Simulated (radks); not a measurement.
# Taking charge from the 1s level of S⁸⁺ in fractions

The task here is to estimate one member of a computed series from the others.

Method: scalar-relativistic Kohn-Sham, PBE, spin-polarised, spherical densities, finite nucleus; open shells are filled with parallel spins first. Code: radks (a radial shooting solver on a logarithmic mesh, Libxc functionals) version 1.

## What is computed

- element: sulfur (Z = 16)
- charge: +8
- electrons: 8
- configuration: 1s(up 1, down 1) 2s2 2p4
- nuclear rms radius: 3.2611 fm

A shell typed twice in an input gives spin up, then spin down.

The first run:

The run's settings:

```text
Z 16
configuration 1s1 1s1 2s2 2p4
relativity scalar-relativistic
functional pbe,pbe
spin polarised
nucleus finite rms 3.2611 fm
c 137.035999084
```

Among the steps run: Start: 1s(up 1, down 1) 2s2 2p4.

One of the session's tables, all rows but one given; the rest of the session is left out.

It belongs to the step «Start: 1s(up 1, down 1) 2s2 2p4». Radial moments (bohr):

```
  level      <r>  outermost maximum (interpolated)  90 % within
  1s up  0.09677                            0.0633        0.173
1s down  0.09661                            0.0632        0.172
  2s up   0.4500                             0.375        0.697
2s down   0.4536                             0.377        0.703
  2p up   0.4030                             0.308        0.660
2p down        ?                                 ?            ?
```

Estimate the missing values for 2p down.

As computed: <r>: 0.4077; outermost maximum (interpolated): 0.311; 90 % within: 0.669. In the column «<r>» it lies between 2p up (0.4030) and 2s up (0.4500).
